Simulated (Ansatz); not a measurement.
# GaH4+ (singlet): wave-function methods side by side at distance H3–H5 = 0.687 Å, cc-pVDZ

One table from this session's results is given with a row withheld; the runs are named, their logs left out.

The runs use Ansatz 0.2.0, Gaussian basis; cc-pVDZ, core rule «outside noble gas», up to 14 orbitals frozen.

To be run: UHF; CCSD(T) on RHF; BCCD(T) on RHF; CISD; CCSDT(Q) on RHF; CASSCF and MRCISD+Q, 2 electrons in 2 orbitals; CASSCF and NEVPT2, 2 electrons in 2 orbitals; Full CI.

45 further runs of the same task are left out: 24 for a known fault of the program, 16 that didn't finish, 5 set aside as unsound or not needed.

## What is computed

The geometry derives from a PBE0/def2-TZVP stationary point (not a proven minimum). One bond is set to the value named and the two fragments are kept rigid. No spin-orbit coupling is included. The filled d shell of Ga may be among the frozen orbitals whatever the setting's name suggests; the logs give the count.

5 atoms, charge 1, spin multiplicity 1.

Atoms are counted from 1 here; the program's logs count them from 0.

Bond lengths: Ga1–H2 1.527 Å, Ga1–H4 1.527 Å, H3–H5 0.687 Å. Angles: H2–Ga1–H4 169.3°.

Set-up of the first run:

The input, in.yaml:

```yaml
crystal:
  periodic: [false, false, false]
  atoms:
    - {symbol: Ga, position_ang: [0.000000, -0.001067, -0.055194]}
    - {symbol: H, position_ang: [0.000000, 1.519606, -0.197915]}
    - {symbol: H, position_ang: [0.000000, 0.381455, 2.106890]}
    - {symbol: H, position_ang: [0.000000, -1.521740, -0.197915]}
    - {symbol: H, position_ang: [0.000000, -0.305545, 2.106890]}
basis:
  gaussian: {orbitals: cc-pVDZ}
total_charge: 1
magnetization: {spin_polarized: true, initial_magnetization: 0}
hamiltonian: {xc: hf}
output: {orbitals: {seedname: orbitals}}
```

On the command line:

```bash
ansatz run in.yaml --threads 1 --pin off --events-out ev --progress --plain --max-ram 2393MiB
```

Steps of the session up to this table: UHF; CCSD(T) on RHF; BCCD(T) on RHF; CISD; CCSDT(Q) on RHF; CASSCF and MRCISD+Q, 2 electrons in 2 orbitals; CASSCF and NEVPT2, 2 electrons in 2 orbitals; Full CI.

One table of the session follows, with a row left open; its other results are not shown here.

It belongs to the step «Misses and costs». 

| method | from FCI (kcal/mol) |
| --- | --- |
| RHF | +64.29 |
| RMP2 | +15.87 |
| RCCSD | +0.74 |
| RCCSD(T) | +0.20 |
| BCCD(T) | +0.20 |
| RCCSDT | ? |
| RCCSDT(Q) | +0.01 |
| FCI | 0 |

Q: Estimate the row for RCCSDT from the others.

As computed: from FCI (kcal/mol): +0.02. In the column «from FCI (kcal/mol)» it lies between RCCSDT(Q) (+0.01) and RCCSD(T) (+0.20).

Not comparable, so not listed: CISD (they don't share determinant, frozen orbitals or solution with the rows shown, or repeat one).

Left out of the table: CASSCF pair, NEVPT2 pair, MRCISD pair, MRCISD+Q pair (the active space lost an orbital or holds another state than full CI finds).

To keep in mind: Warnings in the runs' records: passed over end.
